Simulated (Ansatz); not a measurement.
Working through a cohesive energy from free atoms of Rb3Na and its free atoms

Program: Ansatz's Python interface.

Input file `rb3na_rb3na.cif`:
```cif
data_Rb3Na
_cell_length_a 6.760598
_cell_length_b 6.760598
_cell_length_c 6.760598
_cell_angle_alpha 90.00000
_cell_angle_beta 90.00000
_cell_angle_gamma 90.00000
_symmetry_space_group_name_H-M 'P 1'
_symmetry_Int_Tables_number 1
loop_
_symmetry_equiv_pos_as_xyz
'x, y, z'
loop_
_atom_site_label
_atom_site_type_symbol
_atom_site_fract_x
_atom_site_fract_y
_atom_site_fract_z
Rb1 Rb    0.000000    0.500000    0.500000
Rb2 Rb    0.500000    0.000000    0.500000
Rb3 Rb    0.500000    0.500000    0.000000
Na4 Na    0.000000    0.000000    0.000000
```

Run as a notebook:

In [1]:
```python
from collections import Counter

import ansatz as az
from ase.io import read


def counts(outcome):
    return Counter(site.symbol for site in outcome.lattice.sites)
```

In [2]:
```python
UNPAIRED = {"Rb": 1, "Na": 1}  # unpaired electrons of the free atoms
```

In [3]:
```python
def run_phase(name, crystal):
    calc = (
        crystal.calculation()
        .scf(tolerance=1e-07)
        .functional("PBEsol")
        .basis(450)
        .kpoints(spacing=0.27)  # sampling of the Brillouin zone
        .occupations("cold", width=0.02)  # the run then minimises F = E - TS
    )
    if name.endswith(" atom"):
        calc = calc.kpoints(1, 1, 1).occupations("fermi_dirac", width=0.01)
        if UNPAIRED[name.split()[0]]:
            calc = calc.spin("collinear")
        return calc.run(threads=1)
    calc = calc.relax(force_tolerance=0.03, cell=True)
    return calc.run(threads=1)

phases = {}
atoms = read("rb3na_rb3na.cif")
rb3na = az.Crystal.from_ase(atoms)
phases["Rb3Na"] = rb3na
# free atoms: a low-symmetry box, moments by the rule of Hund
for element, moment in UNPAIRED.items():
    phases[f"{element} atom"] = az.Lattice.orthorhombic(10.0, 10.5, 11.0).atom(element, (0.5, 0.5, 0.5), moment=moment or None)
```

In [4]:
```python
done = {}
for name, crystal in phases.items():
    done[name] = run_phase(name, crystal)
    print(f"{name}: {done[name].report['energy_sigma0_ev']:.4f} eV, {len(done[name].lattice.sites)} atoms")
```
```text
DeckWarning: relax.cell: scf.convergence.dr2_threshold = 1e-7 eV (the SCF's general default) is looser than the 4e-10 eV advised for a relaxation that steers and ends on the stress (1e-10 eV for each [...]
Rb3Na: -11126.6915 eV, 4 atoms
Rb atom: -3216.2196 eV, 1 atoms
Na atom: -1474.7351 eV, 1 atoms
```

In [5]:
```python
for element in UNPAIRED:
    atom = done[f"{element} atom"].report
    print(f"{element} atom: {atom['energy_sigma0_ev']:.4f} eV, moment {atom['magnetization_mub']:.2f} muB")
solid = done["Rb3Na"]
n = counts(solid)
binding = (sum(k * done[f"{e} atom"].report["energy_sigma0_ev"] for e, k in n.items()) - solid.report["energy_sigma0_ev"]) / sum(n.values())
print(f"cohesive energy {binding:.3f} eV/atom = {96.4853 * binding:.0f} kJ/mol of atoms (no zero-point energy)")
```
```text
Rb atom: -3216.2196 eV, moment 1.00 muB
Na atom: -1474.7351 eV, moment 1.00 muB
cohesive energy 0.824 eV/atom = 80 kJ/mol of atoms (no zero-point energy)
```

What to keep in mind:
- Total energies depend on the potentials; only differences at equal settings carry meaning.
- The magnetic order follows from the starting moments and needn't be the lowest.
- For the metals among these phases the mesh is modest: differences between phases can be off by up to 40 meV an atom.
- The cells come from databases of deposited and of computed structures, and not all need be stable phases.
- Warnings are shown shortened and without file and line.
- Free atoms in a box carry small image and symmetry errors, and spin-orbit coupling is left out.
- Run time: 88 s on 1 thread of Arm Neoverse V2 (shared host), peak memory 0.96 GiB.

(Lines on the test bed's own set-up are left out of the output.)
